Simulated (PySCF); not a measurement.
# Sn-: electron affinity in aug-cc-pVTZ-PP plus 1 even-tempered diffuse shell per l with ECP28

Each state of tin is computed at each level; their differences give the electron affinity. How far do the methods differ?

Method: unrestricted determinants in a Gaussian basis, no spin-orbit coupling in the energies. Code: PySCF 2.14.0.

## 1. The system

| Property | Result |
| --- | --- |
| Element | tin (Z = 50) |
| Basis | aug-cc-pVTZ-PP with one added diffuse shell each of d, f type with ECP28MDF (6s5p5d3f, 67 functions) |
| Hamiltonian | a scalar-relativistic core potential |
| State 1 | Sn-: [Kr] 4d10 5s2 5p3, high-spin 4S determinant |
| Needed too, but not shown | Sn [Kr] 4d10 5s2 5p2 (3P) |
| Methods | UHF, LDA, PBE, PBE0, r2SCAN, CAM-B3LYP, wB97X, BHandHLYP, MN15, MP2 |
| Core shells frozen in the correlated runs | valence: 4s2 4p6 4d10 (for Sn-) |

The outer shells:

Sn- [Kr] 4d10 5s2 5p3
```
[Kr] core
4d [↑↓][↑↓][↑↓][↑↓][↑↓]
5s [↑↓]
5p [↑ ][↑ ][↑ ]
```

One driver process ran all states and methods and kept the integrals in memory. Each run is shown as a PySCF script that sums up its settings (the driver passes frozen orbitals as a list and adds second-order terms of double hybrids); the logs are those of the runs themselves. The driver starts from symmetry-adapted Hartree-Fock orbitals, holds the occupation by maximum overlap and uses a logarithmic radial grid for functionals, so a plain start would take other cycles.

The integrals over 67 functions and the set-up took 0.55 s of CPU time.

## 2. Sn-: the ladder of methods

Level: UHF.

input.py reads:

```python
from pyscf import gto, scf, dft, mp, cc
import basis_set_exchange as bse
txt = bse.get_basis("aug-cc-pVTZ-PP", elements=["Sn"], fmt="nwchem", header=False, augment_diffuse=1)
cut = txt.index("\nECP")
mol = gto.M(atom="Sn 0 0 0", charge=-1, spin=3, symmetry="D2h",
            basis=gto.basis.parse(txt[:cut]),
            ecp={"Sn": gto.basis.parse_ecp(txt[cut:])})
mf = scf.UHF(mol)
mf.irrep_nelec = {'Ag': (4, 4), 'B1g': (1, 1), 'B2g': (1, 1), 'B3g': (1, 1), 'B1u': (2, 1), 'B2u': (2, 1), 'B3u': (2, 1)}
mf.kernel()
```

Level: LDA.

input.py, as changed from the run before:

```diff
@@ -7,3 +7,3 @@
             ecp={"Sn": gto.basis.parse_ecp(txt[cut:])})
-mf = scf.UHF(mol)
+mf = dft.UKS(mol, xc="LDA,VWN")
 mf.irrep_nelec = {'Ag': (4, 4), 'B1g': (1, 1), 'B2g': (1, 1), 'B3g': (1, 1), 'B1u': (2, 1), 'B2u': (2, 1), 'B3u': (2, 1)}
```

Level: PBE.

input.py, as changed from the run before:

```diff
@@ -7,3 +7,3 @@
             ecp={"Sn": gto.basis.parse_ecp(txt[cut:])})
-mf = dft.UKS(mol, xc="LDA,VWN")
+mf = dft.UKS(mol, xc="PBE")
 mf.irrep_nelec = {'Ag': (4, 4), 'B1g': (1, 1), 'B2g': (1, 1), 'B3g': (1, 1), 'B1u': (2, 1), 'B2u': (2, 1), 'B3u': (2, 1)}
```

Level: PBE0.

input.py, as changed from the run before:

```diff
@@ -7,3 +7,3 @@
             ecp={"Sn": gto.basis.parse_ecp(txt[cut:])})
-mf = dft.UKS(mol, xc="PBE")
+mf = dft.UKS(mol, xc="PBE0")
 mf.irrep_nelec = {'Ag': (4, 4), 'B1g': (1, 1), 'B2g': (1, 1), 'B3g': (1, 1), 'B1u': (2, 1), 'B2u': (2, 1), 'B3u': (2, 1)}
```

Level: r2SCAN.

input.py, as changed from the run before:

```diff
@@ -7,3 +7,3 @@
             ecp={"Sn": gto.basis.parse_ecp(txt[cut:])})
-mf = dft.UKS(mol, xc="PBE0")
+mf = dft.UKS(mol, xc="R2SCAN")
 mf.irrep_nelec = {'Ag': (4, 4), 'B1g': (1, 1), 'B2g': (1, 1), 'B3g': (1, 1), 'B1u': (2, 1), 'B2u': (2, 1), 'B3u': (2, 1)}
```

Level: CAM-B3LYP.

input.py, as changed from the run before:

```diff
@@ -7,3 +7,3 @@
             ecp={"Sn": gto.basis.parse_ecp(txt[cut:])})
-mf = dft.UKS(mol, xc="R2SCAN")
+mf = dft.UKS(mol, xc="CAMB3LYP")
 mf.irrep_nelec = {'Ag': (4, 4), 'B1g': (1, 1), 'B2g': (1, 1), 'B3g': (1, 1), 'B1u': (2, 1), 'B2u': (2, 1), 'B3u': (2, 1)}
```

Level: wB97X.

input.py, as changed from the run before:

```diff
@@ -7,3 +7,3 @@
             ecp={"Sn": gto.basis.parse_ecp(txt[cut:])})
-mf = dft.UKS(mol, xc="CAMB3LYP")
+mf = dft.UKS(mol, xc="WB97X")
 mf.irrep_nelec = {'Ag': (4, 4), 'B1g': (1, 1), 'B2g': (1, 1), 'B3g': (1, 1), 'B1u': (2, 1), 'B2u': (2, 1), 'B3u': (2, 1)}
```

Level: BHandHLYP.

input.py, as changed from the run before:

```diff
@@ -7,3 +7,3 @@
             ecp={"Sn": gto.basis.parse_ecp(txt[cut:])})
-mf = dft.UKS(mol, xc="WB97X")
+mf = dft.UKS(mol, xc="BHANDHLYP")
 mf.irrep_nelec = {'Ag': (4, 4), 'B1g': (1, 1), 'B2g': (1, 1), 'B3g': (1, 1), 'B1u': (2, 1), 'B2u': (2, 1), 'B3u': (2, 1)}
```

Level: MN15.

input.py, as changed from the run before:

```diff
@@ -7,3 +7,3 @@
             ecp={"Sn": gto.basis.parse_ecp(txt[cut:])})
-mf = dft.UKS(mol, xc="BHANDHLYP")
+mf = dft.UKS(mol, xc="MN15")
 mf.irrep_nelec = {'Ag': (4, 4), 'B1g': (1, 1), 'B2g': (1, 1), 'B3g': (1, 1), 'B1u': (2, 1), 'B2u': (2, 1), 'B3u': (2, 1)}
```

## 3. Sn-, continued

Level: MP2 (valence).

Edit input.py of step 2 so:

```diff
@@ -7,4 +7,5 @@
             ecp={"Sn": gto.basis.parse_ecp(txt[cut:])})
-mf = dft.UKS(mol, xc="MN15")
+mf = scf.UHF(mol)
 mf.irrep_nelec = {'Ag': (4, 4), 'B1g': (1, 1), 'B2g': (1, 1), 'B3g': (1, 1), 'B1u': (2, 1), 'B2u': (2, 1), 'B3u': (2, 1)}
 mf.kernel()
+mp.UMP2(mf, frozen=9).kernel()
```

Q: Predict the outcome of this session.

The runs gave:

| quantity | value |
| --- | --- |
| electron affinity, Sn | UHF 0.958, MP2 (valence) 1.363 eV; reference 1.112 |

What this shows: The methods span 0.587 eV, from UHF (0.958) to LDA (1.545). The reference is uncertain or not like for like (spin-orbit coupling or other relativistic terms), so no ranking of close methods is drawn. All values hold for this basis alone; no basis-set limit was taken.
